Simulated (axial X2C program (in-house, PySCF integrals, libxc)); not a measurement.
**SbS⁺: EOM-EE-CCSD levels**

Wanted for SbS⁺: EOM-EE-CCSD levels, at the two-component level.

The runs use an in-house X2C program for linear molecules on PySCF integrals; two-component X2C with atomic mean-field terms, Sb dyall-acv3z, S dyall-av3z.

All values are calculated.

## Step 1: The job

task.json

```json
{"zs": [51, 16], "q": 1, "bas": ["dyall-acv3z", "dyall-av3z"], "r0": 2.27, "eom": "ee", "thr": -1.0, "nmax": 88}
```

Keys: zs atomic numbers; q charge; bas basis sets; r0 starting distance in Å; eom kind of EOM run; thr threshold in hartree for freezing inner shells (an s shell follows its p shell); nmax most natural virtual spinors.

The run is started by

```console
> python soeom.py task.json out
```

The runs that follow: EOM-EE-CCSD at 2.141 Å.

Before running it: what results should come out? Wanted: next root led by one particle; T1 of the reference.

The runs gave:

```
                     quantity                          value
       lowest root at 2.141 Å                Ω = 1, 2.326 eV
next root led by one particle  Ω = 0⁻, about 290 cm⁻¹ higher
          T1 of the reference                          0.029
```

What this shows: The lowest root lies 2.33 eV above the closed-shell reference. Errors of 0.1 to 0.3 eV are usual at this size, and roots led by higher excitations are left out, so the list is incomplete, and low states of that kind can be missing. T1 or the largest double amplitude of the reference is raised, which lowers the reliability.
